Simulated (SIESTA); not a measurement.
Input of a SIESTA 5.4.2 run:

File run.py:

```python
from ase.io import read
from ase.calculators.siesta import Siesta
from ase.units import Ry, GPa

atoms = read("Ge.xyz")

fdf = {
    'SCFMustConverge': False,
    'OccupationFunction': 'FD',
    'ElectronicTemperature': '0.05 eV',
    'Slab.DipoleCorrection': 'vacuum',
    'MaxSCFIterations': '120',
    'SCF.Mixer.Method': 'Pulay',
    'SCF.Mixer.Weight': '0.25',
    'SCF.Mixer.History': '8',
    'SCF.DM.Tolerance': '5.0e-05',
    'SCF.H.Tolerance': '1.0e-03 eV',
    'WriteForces': 'true',
    'Charge.Mulliken': 'end',
    'ProjectedDensityOfStates': ['EF -15.0 10.0 0.05 301 eV'],
    'PDOS.kgrid.MonkhorstPack': ['  9   0   0  0.0', '  0   9   0  0.0', '  0   0   1  0.0'],
    'PAO.Basis': ['Ge.1 4', 'n=4 0 2', '  5.960 0.000', 'n=4 1 2', '  8.098 0.000', 'n=3 2 2', '  3.189 0.000', 'n=4 2 1', '  8.098'],
}
calc = Siesta(
    label="Ge",
    command="siesta < PREFIX.fdf > PREFIX.out",
    pseudo_path="pseudos",
    pseudo_qualifier="",
    xc=('LDA', 'PW92'),
    basis_set="DZP",
    mesh_cutoff=800 * Ry,
    energy_shift=0.003 * Ry,
    kpts=[6, 6, 1],
    spin="non-polarized",
    fdf_arguments=fdf,
)
atoms.calc = calc

print(f"energy = {atoms.get_potential_energy():.6f} eV")
free = atoms.get_potential_energy(force_consistent=True)
print(f"free energy = {free:.6f} eV")
print("forces (eV/A):")
print(atoms.get_forces(apply_constraint=False).round(6))
print("stress (GPa, Voigt order, tension positive):", (atoms.get_stress() / GPa).round(4))
```

Ge.xyz

```xyz
6
Lattice="3.9975858400 0.0000000000 0.0000000000 -1.9987929200 3.4620108900 0.0000000000 0.0000000000 0.0000000000 22.4295961900" Properties=species:S:1:pos:R:3 pbc="T T T"
Ge    -0.0000019988      2.3080084140      7.5000083740
Ge     1.9987949188      1.1540024760      8.3302174474
Ge     1.9987949188      1.1540024760     10.7996935583
Ge    -0.0000019988      2.3080084140     11.6195401582
Ge    -0.0000019988      2.3080084140     14.1310269028
Ge     1.9987949188      1.1540024760     14.9109039624
```

Potentials or basis: PseudoDojo 0.4 standard (LDA files), DZP (energy shift 0.003 Ry; two zetas on semicore shells).

Command:

```console
$ python run.py
```

Question: Estimate the band gap on the k mesh.

Answer: None (metal or under the smearing width).

Question: Estimate the largest force.

Answer: 0.310 eV/Å.

Forces on the atoms (eV/Å):
```
Ge   0.000  0.000  0.116
Ge   0.000  0.000 -0.310
Ge   0.000  0.000  0.187
Ge   0.000  0.000  0.009
Ge   0.000  0.000 -0.006
Ge   0.000  0.000  0.007
```

Caveat: the basis of atomic orbitals isn't converged, which shifts pressures, moduli and gaps.
